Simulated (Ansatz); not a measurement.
Working through a comparison of dispersion corrections of Br₂F₂Si, SMILES F[Si](F)(Br)Br

Computed with Ansatz 0.2.0 through its Python package.

Typed at the interpreter:
```pycon
>>> import ansatz as az
>>> geometry_ang = [
...     ('F', (1.4237, -0.9994, -0.1699)),
...     ('Si', (0.0398, -0.1065, 0.0805)),
...     ('F', (-0.6379, -0.5506, 1.462)),
...     ('Br', (-1.3242, -0.4567, -1.5566)),
...     ('Br', (0.5485, 2.0394, 0.1426)),
... ]
>>> mol = az.Crystal.molecule()
>>> for symbol, xyz in geometry_ang:
...     mol = mol.atom(symbol, xyz)
...
>>> calculation = mol.calculation().basis(gaussian='def2-SVP')
>>> for name in ['r2scan', 'b3lyp']:
...     for correction in ('d3bj', 'd4'):
...         report = calculation.functional(name, dispersion=correction).run(threads=1).report
...         print(f'{name:8s} {correction:5s} total {report["free_energy_ev"]:.5f} eV, of which dispersion {1000 * report["dispersion"]["energy"]["ev"]:.2f} meV')
...
DeckWarning: the engine holds no damping parameters fitted to this dispersion correction and functional, so the run takes those fitted to r2scan beside the three-body term, which d3bj leaves out (hamiltonian.dispersion, under Limitations)
r2scan   d3bj  total -153382.79332 eV, of which dispersion -39.89 meV
r2scan   d4    total -153382.79362 eV, of which dispersion -40.19 meV
b3lyp    d3bj  total -153388.04121 eV, of which dispersion -301.03 meV
b3lyp    d4    total -153388.05617 eV, of which dispersion -315.99 meV
```

Reading the output:
- The settings weren't tested for convergence.
- Warnings are shown shortened and without file and line.
- The geometry is a force-field or estimated start, not a minimum of this method, and the basis set is short of its limit. D4 holds the three-body term, and d3bj doesn't.
- b3lyp holds the VWN-RPA fit, as in Gaussian; the form of ORCA and Turbomole is b3lyp5.
- A dispersion term here runs with damping parameters fitted for another variant or functional.
- Wall time of the script: 23 s on 1 thread of Arm Neoverse V1, with other jobs on the host, peak memory 0.34 GiB.
